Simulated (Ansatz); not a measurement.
# UBHLYP/STO-3G run of AlH2O (SMILES [O][AlH2])

Aim: the electronic atomisation energy of AlH2O at UBHLYP/STO-3G, from 4 runs. 

Program for the calculation: Ansatz 0.2.0.

51 further runs of the same task are left out: 1 that didn't finish, 50 set aside as unsound or not needed.

## Step 1: The molecule

AlH2O has 4 atoms, charge 0, and is taken as a doublet. As SMILES, `[O][AlH2]`. The shape is that of a PBE0-D4/def2-TZVP optimisation.

Bond lengths: O1–Al2 1.727 Å, Al2–H3 1.578 Å, Al2–H4 1.578 Å. Angles: O1–Al2–H3 115.8°, O1–Al2–H4 115.8°, H3–Al2–H4 128.3°.

## Step 2: A single-point energy at UBHLYP/STO-3G

run.yaml reads:

```yaml
crystal:
  periodic: [false, false, false]
  atoms:
    - {symbol: O, position_ang: [0.062600, -0.856300, 1.401400]}
    - {symbol: Al, position_ang: [0.011300, 0.029900, -0.080400]}
    - {symbol: H, position_ang: [-1.149600, -0.360800, -1.076000]}
    - {symbol: H, position_ang: [1.131100, 1.126800, -0.265300]}
basis:
  gaussian:
    orbitals: STO-3G
magnetization:
  spin_polarized: true
  initial_magnetization: 1
hamiltonian:
  xc: {name: BHLYP}
accuracy: high
```

Run with:

```console
$ ansatz run run.yaml --threads 1 --pin off --max-ram 2610MiB --events-out events.jsonl --progress --plain --runs-dir runs
```

What it wrote:

```text
Warning: RAYON_NUM_THREADS=1 ignored (pool sized by the plan → 1); use --threads N
Functional definition: BHLYP
  name "BHLYP"
  parameter a = 0.5
  exchange = (1 - a)*b88_x + a*exact_x
  correlation = lyp_c
267 factors; integrals over basis functions are off by at most 2.5e-8 eV
mean field evaluation 1: about -8562.0391 eV, gradient 2.1e1 eV
mean field evaluation 2: about -8559.0661 eV, gradient 3.3e1 eV
mean field evaluation 4: about -8566.2992 eV, gradient 4.8e-1 eV
mean field evaluation 8: about -8566.2856 eV, gradient 2.0e-2 eV
mean field evaluation 16: about -8566.2857 eV, gradient 2.0e-4 eV
mean field -8566.28565071 eV, -314.8051912267 hartree, gradient 4.7e-8 eV, S^2 0.753998; 2 other end points of the search recorded, 0 dependent functions left out
reference -8566.28566665 eV, -314.8051918124 hartree; 12, 11 occupied and 4, 5 virtual orbitals, 267 factors
Total energy: -8566.28566665 eV, -314.8051918124 hartree
```

It took 1.6 s on 1 thread of Arm Neoverse V1, shared host; peak memory 0.12 GiB.

## Step 3: The Al atom at the same level

run.yaml reads:

```yaml
basis:
  gaussian: {orbitals: STO-3G}
crystal:
  periodic: [false, false, false]
  atoms:
    - symbol: Al
      position_ang: [0.000000, 0.000000, 0.000000]
hamiltonian: {xc: {name: BHLYP}}
accuracy: high
magnetization: {spin_polarized: true, initial_magnetization: 1}
```

Run with:

```console
$ ansatz run run.yaml --threads 1 --pin off --max-ram 2610MiB --events-out events.jsonl --progress --plain --runs-dir runs
```

What it wrote:

```text
Warning: RAYON_NUM_THREADS=1 ignored (pool sized by the plan → 1); use --threads N
[... 5 set-up lines as earlier in the session ...]
42 factors; integrals over basis functions are off by at most 1.7e-9 eV
mean field evaluation 1: about -6512.5073 eV, gradient 2.0e-1 eV
mean field evaluation 2: about -6512.5075 eV, gradient 2.4e-2 eV
mean field evaluation 4: about -6512.5075 eV, gradient 1.5e-3 eV
mean field evaluation 8: about -6512.5075 eV, gradient 8.1e-8 eV
mean field -6512.50753741 eV, -239.3302376635 hartree, gradient 8.1e-8 eV, S^2 0.750000; 0 other end points of the search recorded, 0 dependent functions left out
reference -6512.50755176 eV, -239.3302381912 hartree; 7, 6 occupied and 2, 3 virtual orbitals, 42 factors
Total energy: -6512.50755176 eV, -239.3302381912 hartree
```

It took 0.36 s on 1 thread of Arm Neoverse V1, shared host.

## Step 4: The H atom, same level

in.yaml reads:

```yaml
basis:
  gaussian: {orbitals: STO-3G}
crystal:
  periodic: [false, false, false]
  atoms:
    - {symbol: H, position_ang: [0.000000, 0.000000, 0.000000]}
total_charge: 0
magnetization: {spin_polarized: true, initial_magnetization: 1}
hamiltonian: {xc: {name: BHLYP}}
accuracy: high
```

Run the same way, it converges to -0.46466 Eh (log not shown).

## Step 5: The O atom, same level

in.yaml reads:

```yaml
basis:
  gaussian:
    orbitals: STO-3G
crystal:
  periodic: [false, false, false]
  atoms:
    - symbol: O
      position_ang: [0.000000, 0.000000, 0.000000]
magnetization:
  spin_polarized: true
  initial_magnetization: 2
hamiltonian:
  xc: {name: BHLYP}
accuracy: high
```

Run the same way, it converges to -74.03523 Eh (log not shown).

## Step 6: What came out

Level: UBHLYP/STO-3G.

| quantity | value |
| --- | --- |
| molecule: total energy | -314.80519 Eh |
| molecule: ⟨S²⟩ | 0.754 |
| Al atom: total energy | -239.33024 Eh |
| Al atom: ⟨S²⟩ | 0.750 |
| H atom: total energy | -0.46466 Eh |
| H atom: ⟨S²⟩ | 0.750 |
| O atom: total energy | -74.03523 Eh |
| O atom: ⟨S²⟩ | 2.000 |
| electronic atomisation energy | 13.889 eV |

What this shows: Taking the molecule apart into free atoms costs 13.89 eV (1340 kJ/mol), before zero-point energy and without spin-orbit coupling. In a minimal basis such a difference can be off by several eV, whatever the method.
